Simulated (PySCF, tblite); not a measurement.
# C5H14SeSi: geometry, infrared bands and NMR shifts

Wanted: the infrared bands and NMR shifts of C5H14SeSi (`CC(C)(C)C[Se][SiH3]`), by calculation.

Computed with tblite 0.8.0 and PySCF 2.14.0, with density-fitted response routines of our own, on a single molecule in the gas phase. Atoms count from 0, in the outputs and in this text.

### Step 1. The starting structure

21 atoms, charge 0, multiplicity 1; geometry from: force field or distance geometry start.

Bonds of the start (Å): C0–C1 1.55, C1–C2 1.53, C1–C3 1.54, C1–C4 1.56, C4–Se5 1.97, Se5–Si6 2.29, C0–H7 1.10, C0–H8 1.12, C0–H9 1.11, C2–H10 1.10, C2–H11 1.11, C2–H12 1.13, C3–H13 1.12, C3–H14 1.10, C3–H15 1.11, C4–H16 1.11, C4–H17 1.12, Si6–H18 1.46, Si6–H19 1.47, Si6–H20 1.48.

### Step 2. Relaxing the molecule with GFN2-xTB

What the job is given:

```
{"job": {"kind": "relax", "xc": "GFN2-xTB", "basis": "xTB"}, "charge": 0, "multiplicity": 1}
C     -1.528700    -0.823600     1.236500
C     -0.941200    -0.058200     0.026300
C     -1.424900     1.393200     0.076400
C     -1.412800    -0.733800    -1.273500
C      0.608500    -0.116300     0.151900
Se     1.530500     0.809100    -1.319900
Si     3.587000     0.295100    -0.459900
H     -1.197500    -1.876400     1.243600
H     -2.643200    -0.810400     1.198500
H     -1.223700    -0.355100     2.199400
H     -1.073500     1.909300     0.987100
H     -1.082900     1.961800    -0.810600
H     -2.550300     1.431800     0.082400
H     -1.028100    -1.784900    -1.326400
H     -1.060100    -0.179500    -2.157600
H     -2.525100    -0.770700    -1.293600
H      0.933200     0.351500     1.105900
H      0.946600    -1.179300     0.150200
H      4.635700     0.849000    -1.317800
H      3.735500    -1.167800    -0.375100
H      3.706000     0.872100     0.896500
```

Run with:

```
OMP_NUM_THREADS=1 python probes_run.py task.json out
```

This one command runs all jobs of the session in turn.

**Question.** This job is followed by: GFN2-xTB harmonic vibrations, gas phase; GIAO PBE0/pcSseg-1 NMR shielding, non-relativistic, gas phase. What will the session give for the following? strongest single infrared mode (GFN2-xTB); zero-point energy (GFN2-xTB); ¹³C shifts against TMS (PBE0/pcSseg-1, means over atoms taken as alike); ¹H shifts against TMS (PBE0/pcSseg-1, means over atoms taken as alike); ⁷⁷Se shifts against Me2Se (PBE0/pcSseg-1); ²⁹Si shifts against TMS (PBE0/pcSseg-1).

As calculated:

| quantity | value |
| --- | --- |
| strongest single infrared mode (GFN2-xTB) | 753 cm⁻¹, 683 km/mol |
| zero-point energy (GFN2-xTB) | 108.1 kcal/mol |
| ¹³C shifts against TMS (PBE0/pcSseg-1, means over atoms taken as alike) | 48.1, 33.7, 31.4 ppm |
| ¹H shifts against TMS (PBE0/pcSseg-1, means over atoms taken as alike) | 4.62, 2.53, 1.11 ppm |
| ⁷⁷Se shifts against Me2Se (PBE0/pcSseg-1) | -354 ppm |
| ²⁹Si shifts against TMS (PBE0/pcSseg-1) | -59.4 ppm |

**Reading.** Over 39 steps the energy fell by 0.160 eV; of the close pairs, C2–H12 changed most, 1.126 to 1.087 Å. No mode is imaginary among the 57: a minimum at this level. The strongest single mode, at 753 cm⁻¹, has its largest shares on H18, H19 and H20 (the list is cut at 3 atoms). Unscaled tight-binding wavenumbers are off by several per cent, some by more. Its intensities can rank the bands wrongly. At PBE0/pcSseg-1: The largest span, 828 ppm, is at Se5, where the paramagnetic term is -890 ppm. Spin-orbit coupling is left out, which matters for shieldings and couplings at and beside the heavy atoms.
